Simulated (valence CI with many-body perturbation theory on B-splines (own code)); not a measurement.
# Mn¹¹⁺: settings changed one run at a time

How much do changed settings matter for Mn¹¹⁺? A reference run is followed by altered ones.

The numbers are computed with an in-house CI+MBPT code version 6 (configuration interaction of the valence electrons, many-body perturbation theory for a frozen closed Dirac-Fock core, no-pair Dirac Hamiltonian, B-spline basis), except any that are marked as measured or tabulated.

## 1. The atom as given

| Property | Result |
| --- | --- |
| element | manganese (Z = 25, A = 55) |
| charge | +11 |
| frozen core | [Ne] |
| start configuration of the valence electrons | 3s2 3p2 |
| nuclear rms radius | 3.7057 fm |

## 2. The reference run

Settings, as recorded:

```ini
atom Mn  Z=25  mass_number=55  rms_radius_fm=3.7057
core [Ne]
valence 3s2 3p2
avg = 1
basis = S
breit = 1
cap = 10000
capref = 1200
cscale = 1
de = 0.0
dress = 0
eps = 2e-08
extrap = 1
h = 0.27
hh = 1
l2 = 3
lcore = 6
maxit = 60
n2 = 5
natural = 1
nlev = 20
nno = [3, 3, 3, 2, 1]
nroot = 26
nsp = [3, 3, 2, 1, 0]
pt2 = 1
qed = 1
rpa = 1
s1 = 1
s2 = 1
s3 = 1
screen = 1
tol = 2e-05
whole = 1
```

Run with:

```console
$ python run_cv.py task.json out
```

task.json holds these settings and those of the later runs, which follow in the same process.

The log of the run:

```text
rmax 7.0 intervals 61 orbitals 36 references ['3s2 3p2', '3s 3p3', '3s2 3p 3d', '3p4', '3s 3p2 3d'] scf 6
2J=1 par=1 roots 2 ref 37 generators 8 cand 669/961 P 699/998 nnz 0 it 0
2J=1 par=1 roots 2 ref 37 generators 13 cand 540/830 P 1239/1828 nnz 0 it 5
   second order: generators 32 cand 1707/2499 e2 -0.00001 -0.00000
2J=3 par=1 roots 2 ref 57 generators 10 cand 508/942 P 545/999 nnz 0 it 0
2J=3 par=1 roots 2 ref 57 generators 19 cand 778/1715 P 1323/2714 nnz 1.1e+06 it 5
   second order: generators 44 cand 2007/4039 e2 -0.00001 -0.00000
reference levels 428, estimated 50, window 463190 1/cm; series limit 1839413, core excitation 5238763
2J=0 par=0 roots 3 ref 29 generators 13 cand 489/939 P 2197/3477 nnz 9.9e+05 it 4
2J=0 par=0 roots 3 ref 29 generators 21 cand 643/1222 P 2840/4699 nnz 1.7e+06 it 5
   second order: generators 34 cand 5356/10581 e2 -0.00002 -0.00001
2J=2 par=0 roots 2 ref 52 generators 11 cand 350/1000 P 1218/3550 nnz 1.6e+06 it 5
2J=2 par=0 roots 2 ref 52 generators 13 cand 1363/6005 P 2581/9555 nnz 8.3e+06 it 7
   second order: generators 27 cand 5798/26879 e2 -0.00004 -0.00002
2J=4 par=0 roots 3 ref 73 generators 14 cand 327/990 P 1126/3536 nnz 1.6e+06 it 5
2J=4 par=0 roots 3 ref 73 generators 25 cand 1280/6399 P 2406/9935 nnz 9e+06 it 10
   second order: generators 36 cand 6109/41465 e2 -0.00015 -0.00004
2J=4 par=1 roots 8 ref 45 generators 19 cand 241/1011 P 1043/3549 nnz 1.6e+06 it 9
2J=4 par=1 roots 8 ref 45 generators 34 cand 1387/6412 P 2430/9961 nnz 9.1e+06 it 9
   second order: generators 60 cand 9174/61769 e2 -0.00026 -0.00003
2J=2 par=1 roots 7 ref 39 generators 18 cand 295/1013 P 1256/3546 nnz 1.4e+06 it 12
2J=2 par=1 roots 7 ref 39 generators 33 cand 1568/6423 P 2824/9969 nnz 8.5e+06 it 10
   second order: generators 57 cand 8735/43056 e2 -0.00012 -0.00003
2J=6 par=1 roots 4 ref 36 generators 16 cand 238/996 P 1057/3531 nnz 1.6e+06 it 5
2J=6 par=1 roots 4 ref 36 generators 29 cand 1298/6465 P 2355/9996 nnz 9.5e+06 it 8
   second order: generators 45 cand 7581/58865 e2 -0.00024 -0.00007
2J=0 par=1 roots 2 ref 15 generators 9 cand 556/982 P 2204/3486 nnz 1.1e+06 it 4
2J=0 par=1 roots 2 ref 15 generators 16 cand 851/1439 P 3055/4925 nnz 1.8e+06 it 5
   second order: generators 27 cand 5911/12101 e2 -0.00003 -0.00002
2J=8 par=1 roots 1 ref 21 generators 6 cand 340/1403 P 1281/4959 nnz 3e+06 it 4
2J=8 par=1 roots 1 ref 21 generators 13 cand 1011/4469 P 2292/9428 nnz 8.6e+06 it 5
   second order: generators 21 cand 5728/42611 e2 -0.00006 -0.00006
left out: unestimated 672019, estimated 578813, shifts from estimates -8 to 29
```

Run time: 17 s. Hardware: 1 thread of Arm Neoverse V1, shared host; peak memory 0.4 GiB.

In the log, the blocks before «reference levels» are the next ion; each later block is one J and parity (par 1 is odd): roots sought, reference size, generators, candidates and the variational space P (configurations/state functions), Hamiltonian entries, Davidson iterations; e2 is the second-order remainder in hartree. Σ1, Σ2 and Σ3 are the one-, two- and three-electron terms by which the core's correlation enters. In the settings nsp and nno count spectroscopic and correlating orbitals by l, and s1, s2, s3 switch or scale the Σ terms.

The computed levels (result record; ° odd parity; named by the leading configuration and LS term). The first 10 of 30 are listed.

| # | level | configuration weight | term weight | energy (cm⁻¹) | g | lifetime (s) |
| --- | --- | --- | --- | --- | --- | --- |
| 0 | 3s2 3p2 ³P0 | 0.97 | 0.97 | 0.0 | - | - |
| 1 | 3s2 3p2 ³P1 | 0.97 | 1.00 | 7216 | 1.500 | 1.52e-01 |
| 2 | 3s2 3p2 ³P2 | 0.97 | 0.93 | 15043 | 1.466 | 1.65e-01 |
| 3 | 3s2 3p2 ¹D2 | 0.96 | 0.93 | 42420 | 1.033 | 1.08e-02 |
| 4 | 3s2 3p2 ¹S0 | 0.95 | 0.97 | 83334 | - | 1.47e-03 |
| 5 | 3s 3p3 ⁵S°2 | 0.99 | 0.99 | 195635 | 1.997 | 1.12e-07 |
| 6 | 3s 3p3 ³D°1 | 0.88 | 0.97 | 264407 | 0.525 | 6.86e-10 |
| 7 | 3s 3p3 ³D°2 | 0.88 | 0.96 | 264533 | 1.181 | 7.35e-10 |
| 8 | 3s 3p3 ³D°3 | 0.88 | 1.00 | 266597 | 1.333 | 8.22e-10 |
| 9 | 3s 3p3 ³P°0 | 0.89 | 1.00 | 303239 | - | 2.71e-10 |

## 3. Changed: Breit term off; highest l of Σ 2

Settings: those of step 2 with these lines changed.

```diff
@@ -5,3 +5,3 @@
 basis = S
-breit = 1
+breit = 0
 cap = 10000
@@ -15,3 +15,3 @@
 hh = 1
-l2 = 3
+l2 = 2
 lcore = 6
```

The log of the run:

```text
rmax 7.0 intervals 61 orbitals 36 references ['3s2 3p2', '3s 3p3', '3s2 3p 3d', '3p4', '3s 3p2 3d'] scf 6
2J=1 par=1 roots 2 ref 37 generators 8 cand 669/961 P 699/998 nnz 0 it 0
2J=1 par=1 roots 2 ref 37 generators 14 cand 556/853 P 1255/1851 nnz 0 it 5
   second order: generators 32 cand 1691/2476 e2 -0.00001 -0.00000
2J=3 par=1 roots 2 ref 57 generators 10 cand 508/942 P 545/999 nnz 0 it 0
2J=3 par=1 roots 2 ref 57 generators 19 cand 778/1715 P 1323/2714 nnz 1.1e+06 it 5
   second order: generators 43 cand 2007/4039 e2 -0.00001 -0.00001
reference levels 428, estimated 50, window 464224 1/cm; series limit 1840263, core excitation 5238763
2J=0 par=0 roots 3 ref 29 generators 13 cand 484/932 P 2197/3476 nnz 9.8e+05 it 4
2J=0 par=0 roots 3 ref 29 generators 21 cand 646/1228 P 2843/4704 nnz 1.7e+06 it 5
   second order: generators 35 cand 5493/10792 e2 -0.00002 -0.00001
2J=2 par=0 roots 2 ref 52 generators 11 cand 347/1003 P 1207/3527 nnz 1.6e+06 it 5
2J=2 par=0 roots 2 ref 52 generators 13 cand 1357/5932 P 2564/9459 nnz 8.1e+06 it 7
   second order: generators 27 cand 5815/26975 e2 -0.00004 -0.00002
2J=4 par=0 roots 3 ref 73 generators 14 cand 326/1000 P 1132/3573 nnz 1.6e+06 it 5
2J=4 par=0 roots 3 ref 73 generators 25 cand 1266/6320 P 2398/9893 nnz 8.8e+06 it 10
   second order: generators 36 cand 6117/41507 e2 -0.00015 -0.00005
2J=4 par=1 roots 8 ref 45 generators 19 cand 242/1012 P 1044/3548 nnz 1.6e+06 it 8
2J=4 par=1 roots 8 ref 45 generators 34 cand 1386/6413 P 2430/9961 nnz 9e+06 it 8
   second order: generators 61 cand 9392/62577 e2 -0.00026 -0.00003
2J=2 par=1 roots 7 ref 39 generators 18 cand 289/975 P 1245/3500 nnz 1.4e+06 it 9
2J=2 par=1 roots 7 ref 39 generators 33 cand 1589/6486 P 2834/9986 nnz 8.5e+06 it 10
   second order: generators 58 cand 9068/44064 e2 -0.00011 -0.00003
2J=6 par=1 roots 4 ref 36 generators 16 cand 224/982 P 1052/3505 nnz 1.5e+06 it 5
2J=6 par=1 roots 4 ref 36 generators 28 cand 1304/6486 P 2356/9991 nnz 9.4e+06 it 8
   second order: generators 46 cand 7873/59843 e2 -0.00024 -0.00007
2J=0 par=1 roots 2 ref 15 generators 9 cand 555/986 P 2198/3475 nnz 1.1e+06 it 4
2J=0 par=1 roots 2 ref 15 generators 16 cand 832/1414 P 3030/4889 nnz 1.8e+06 it 5
   second order: generators 27 cand 5935/12136 e2 -0.00003 -0.00002
2J=8 par=1 roots 1 ref 21 generators 6 cand 336/1380 P 1276/4946 nnz 3e+06 it 4
2J=8 par=1 roots 1 ref 21 generators 12 cand 1027/4529 P 2303/9475 nnz 8.6e+06 it 5
   second order: generators 21 cand 5717/42564 e2 -0.00006 -0.00006
left out: unestimated 673144, estimated 579361, shifts from estimates -8 to 28
```

Run time: 14 s. Hardware: 1 thread of Arm Neoverse V1, shared host; peak memory 0.4 GiB.

Shifts against the reference run (cm⁻¹), for levels that keep their label and place:

| level | energy (cm⁻¹) | shift |
| --- | --- | --- |
| 3s2 3p2 ³P1 | 7463 | +247 |
| 3s2 3p2 ³P2 | 15514 | +471 |
| 3s2 3p2 ¹D2 | 42966 | +547 |
| 3s2 3p2 ¹S0 | 83854 | +520 |
| 3s 3p3 ⁵S°2 | 195854 | +220 |
| 3s 3p3 ³D°1 | 264644 | +237 |
| 3s 3p3 ³D°2 | 264794 | +261 |
| 3s 3p3 ³D°3 | 267054 | +457 |

The ionisation energy moves by +0.105 eV.

## 4. Changed: screening of Σ1 off

Settings: those of step 3 with these lines changed.

```diff
@@ -5,3 +5,3 @@
 basis = S
-breit = 0
+breit = 1
 cap = 10000
@@ -15,3 +15,3 @@
 hh = 1
-l2 = 2
+l2 = 3
 lcore = 6
@@ -30,3 +30,3 @@
 s3 = 1
-screen = 1
+screen = 0
 tol = 2e-05
```

The log of the run:

```text
rmax 7.0 intervals 61 orbitals 36 references ['3s2 3p2', '3s 3p3', '3s2 3p 3d', '3p4', '3s 3p2 3d'] scf 6
2J=1 par=1 roots 2 ref 37 generators 8 cand 669/961 P 699/998 nnz 0 it 0
2J=1 par=1 roots 2 ref 37 generators 13 cand 540/830 P 1239/1828 nnz 0 it 5
   second order: generators 32 cand 1707/2499 e2 -0.00001 -0.00000
2J=3 par=1 roots 2 ref 57 generators 10 cand 508/942 P 545/999 nnz 0 it 0
2J=3 par=1 roots 2 ref 57 generators 19 cand 778/1715 P 1323/2714 nnz 1.1e+06 it 5
   second order: generators 44 cand 2007/4039 e2 -0.00001 -0.00000
reference levels 428, estimated 50, window 463219 1/cm; series limit 1839474, core excitation 5238763
2J=0 par=0 roots 3 ref 29 generators 13 cand 489/939 P 2197/3477 nnz 9.9e+05 it 4
2J=0 par=0 roots 3 ref 29 generators 21 cand 643/1222 P 2840/4699 nnz 1.7e+06 it 5
   second order: generators 34 cand 5356/10581 e2 -0.00002 -0.00001
2J=2 par=0 roots 2 ref 52 generators 11 cand 350/1000 P 1218/3550 nnz 1.6e+06 it 5
2J=2 par=0 roots 2 ref 52 generators 13 cand 1363/6005 P 2581/9555 nnz 8.3e+06 it 7
   second order: generators 27 cand 5798/26879 e2 -0.00004 -0.00002
2J=4 par=0 roots 3 ref 73 generators 14 cand 325/988 P 1132/3552 nnz 1.6e+06 it 5
2J=4 par=0 roots 3 ref 73 generators 25 cand 1266/6341 P 2398/9893 nnz 8.9e+06 it 10
   second order: generators 36 cand 6117/41507 e2 -0.00015 -0.00005
2J=4 par=1 roots 8 ref 45 generators 19 cand 238/1007 P 1040/3545 nnz 1.6e+06 it 8
2J=4 par=1 roots 8 ref 45 generators 34 cand 1390/6416 P 2430/9961 nnz 9.1e+06 it 9
   second order: generators 60 cand 9174/61769 e2 -0.00026 -0.00003
2J=2 par=1 roots 7 ref 39 generators 18 cand 295/1013 P 1256/3546 nnz 1.4e+06 it 11
2J=2 par=1 roots 7 ref 39 generators 33 cand 1568/6423 P 2824/9969 nnz 8.5e+06 it 11
   second order: generators 57 cand 8735/43056 e2 -0.00012 -0.00003
2J=6 par=1 roots 4 ref 36 generators 16 cand 238/996 P 1057/3531 nnz 1.6e+06 it 5
2J=6 par=1 roots 4 ref 36 generators 29 cand 1298/6465 P 2355/9996 nnz 9.5e+06 it 8
   second order: generators 46 cand 7874/59838 e2 -0.00024 -0.00007
2J=0 par=1 roots 2 ref 15 generators 9 cand 556/982 P 2204/3486 nnz 1.1e+06 it 4
2J=0 par=1 roots 2 ref 15 generators 16 cand 851/1439 P 3055/4925 nnz 1.8e+06 it 5
   second order: generators 27 cand 5911/12101 e2 -0.00003 -0.00002
2J=8 par=1 roots 1 ref 21 generators 6 cand 340/1403 P 1281/4959 nnz 3e+06 it 4
2J=8 par=1 roots 1 ref 21 generators 13 cand 1011/4469 P 2292/9428 nnz 8.6e+06 it 5
   second order: generators 21 cand 5728/42611 e2 -0.00006 -0.00006
left out: unestimated 672033, estimated 578801, shifts from estimates -8 to 29
```

It took 16 s on 1 thread of Arm Neoverse V1, shared host; peak memory 0.41 GiB.

Shifts against the reference run (cm⁻¹), for levels that keep their label and place:

| level | energy (cm⁻¹) | shift |
| --- | --- | --- |
| 3s2 3p2 ³P1 | 7216 | +0.2 |
| 3s2 3p2 ³P2 | 15043 | +0.4 |
| 3s2 3p2 ¹D2 | 42420 | +0.9 |
| 3s2 3p2 ¹S0 | 83335 | +0.6 |
| 3s 3p3 ⁵S°2 | 195615 | -19.2 |
| 3s 3p3 ³D°1 | 264396 | -11.1 |
| 3s 3p3 ³D°2 | 264522 | -11.1 |
| 3s 3p3 ³D°3 | 266586 | -11.2 |

The ionisation energy moves by +0.00761 eV.

## 5. Changed: cap on the variational space 3000; selection threshold 1e-05; second-order remainder off

Settings: those of step 4 with these lines changed.

```diff
@@ -6,3 +6,3 @@
 breit = 1
-cap = 10000
+cap = 3000
 capref = 1200
@@ -11,3 +11,3 @@
 dress = 0
-eps = 2e-08
+eps = 1e-05
 extrap = 1
@@ -24,3 +24,3 @@
 nsp = [3, 3, 2, 1, 0]
-pt2 = 1
+pt2 = 0
 qed = 1
@@ -30,3 +30,3 @@
 s3 = 1
-screen = 0
+screen = 1
 tol = 2e-05
```

The log of the run:

```text
rmax 7.0 intervals 61 orbitals 36 references ['3s2 3p2', '3s 3p3', '3s2 3p 3d', '3p4', '3s 3p2 3d'] scf 6
2J=1 par=1 roots 2 ref 37 generators 8 cand 96/129 P 126/166 nnz 0 it 0
2J=1 par=1 roots 2 ref 37 generators 13 cand 216/306 P 342/472 nnz 0 it 0
2J=3 par=1 roots 2 ref 57 generators 10 cand 43/67 P 80/124 nnz 0 it 0
2J=3 par=1 roots 2 ref 57 generators 19 cand 152/275 P 232/399 nnz 0 it 0
reference levels 428, estimated 50, window 469634 1/cm; series limit 1833472, core excitation 5238763
2J=0 par=0 roots 3 ref 29 generators 13 cand 175/235 P 200/264 nnz 0 it 0
2J=0 par=0 roots 3 ref 29 generators 21 cand 409/572 P 609/836 nnz 0 it 0
2J=2 par=0 roots 2 ref 52 generators 11 cand 46/112 P 73/164 nnz 0 it 0
2J=2 par=0 roots 2 ref 52 generators 14 cand 258/633 P 331/797 nnz 0 it 0
2J=4 par=0 roots 3 ref 73 generators 15 cand 70/161 P 104/234 nnz 0 it 0
2J=4 par=0 roots 3 ref 73 generators 25 cand 325/859 P 429/1093 nnz 0 it 0
2J=4 par=1 roots 8 ref 45 generators 19 cand 158/439 P 182/484 nnz 0 it 0
2J=4 par=1 roots 8 ref 45 generators 34 cand 449/1418 P 631/1902 nnz 0 it 9
2J=2 par=1 roots 7 ref 39 generators 18 cand 222/508 P 245/547 nnz 0 it 0
2J=2 par=1 roots 7 ref 39 generators 35 cand 481/1278 P 726/1825 nnz 0 it 10
2J=6 par=1 roots 4 ref 36 generators 16 cand 137/324 P 156/360 nnz 0 it 0
2J=6 par=1 roots 4 ref 36 generators 29 cand 341/942 P 497/1302 nnz 0 it 9
2J=0 par=1 roots 2 ref 15 generators 9 cand 173/228 P 187/243 nnz 0 it 0
2J=0 par=1 roots 2 ref 15 generators 16 cand 423/589 P 610/832 nnz 0 it 0
2J=8 par=1 roots 1 ref 21 generators 6 cand 77/186 P 88/207 nnz 0 it 0
2J=8 par=1 roots 1 ref 21 generators 12 cand 139/280 P 227/487 nnz 0 it 0
left out: unestimated 682098, estimated 579104, shifts from estimates -6748 to 2581
```

Run time: 9.5 s. Hardware: 1 thread of Arm Neoverse V1, shared host; peak memory 0.41 GiB.

Shifts against the reference run (cm⁻¹), for levels that keep their label and place:

| level | energy (cm⁻¹) | shift |
| --- | --- | --- |
| 3s2 3p2 ³P1 | 7999 | +783 |
| 3s2 3p2 ³P2 | 15612 | +569 |
| 3s2 3p2 ¹D2 | 43152 | +732 |
| 3s2 3p2 ¹S0 | 83359 | +25 |
| 3s 3p3 ⁵S°2 | 195763 | +129 |
| 3s 3p3 ³D°1 | 264728 | +321 |
| 3s 3p3 ³D°2 | 265063 | +530 |
| 3s 3p3 ³D°3 | 267687 | +1090 |

The ionisation energy moves by -0.0119 eV.

## 6. Changed: start configuration 3s2 4p2

Settings: those of step 5 with these lines changed.

```diff
@@ -2,3 +2,3 @@
 core [Ne]
-valence 3s2 3p2
+valence 3s2 4p2
 avg = 1
@@ -6,3 +6,3 @@
 breit = 1
-cap = 3000
+cap = 10000
 capref = 1200
@@ -11,3 +11,3 @@
 dress = 0
-eps = 1e-05
+eps = 2e-08
 extrap = 1
@@ -24,3 +24,3 @@
 nsp = [3, 3, 2, 1, 0]
-pt2 = 0
+pt2 = 1
 qed = 1
```

The run ends with:

```text
error: 4p is not the lowest shell of its kind above the core
```

It took 0.4 s on 1 thread of Arm Neoverse V1, shared host; peak memory 0.41 GiB.

The input is refused before any work is done.

## 7. Results

| run | outcome | ionisation energy (eV) | its shift (eV) | mean size of level shifts (cm⁻¹) | time |
| --- | --- | --- | --- | --- | --- |
| reference | converged | 313.208 | 0 | 0 | 17 s |
| Breit term off; highest l of Σ 2 | converged | 313.314 | +0.105 | 363 | 14 s |
| screening of Σ1 off | converged | 313.216 | +0.00761 | 7.3 | 16 s |
| cap on the variational space 3000; selection threshold 1e-05; second-order remainder off | converged | 313.196 | -0.0119 | 503 | 9.5 s |
| start configuration 3s2 4p2 | refused | - | - | - | 0.4 s |
| NIST (semi-empirical) | - | 314.4 | - | - | - |

What this shows: The ionisation energy reacts most to «Breit term off; highest l of Σ 2» (+0.105 eV) and least to «screening of Σ1 off» (+0.00761 eV). The reference run itself stands -1.19 eV from the NIST entry (uncertainty 0.6 eV). The quickest altered run takes 56 % of the reference time, which also holds the start-up, and shifts the levels by 503 cm⁻¹ on average. Cautions: by estimate levels hold to under 0.1 % in light ions and to 0.1 to 0.5 % in heavy ones.
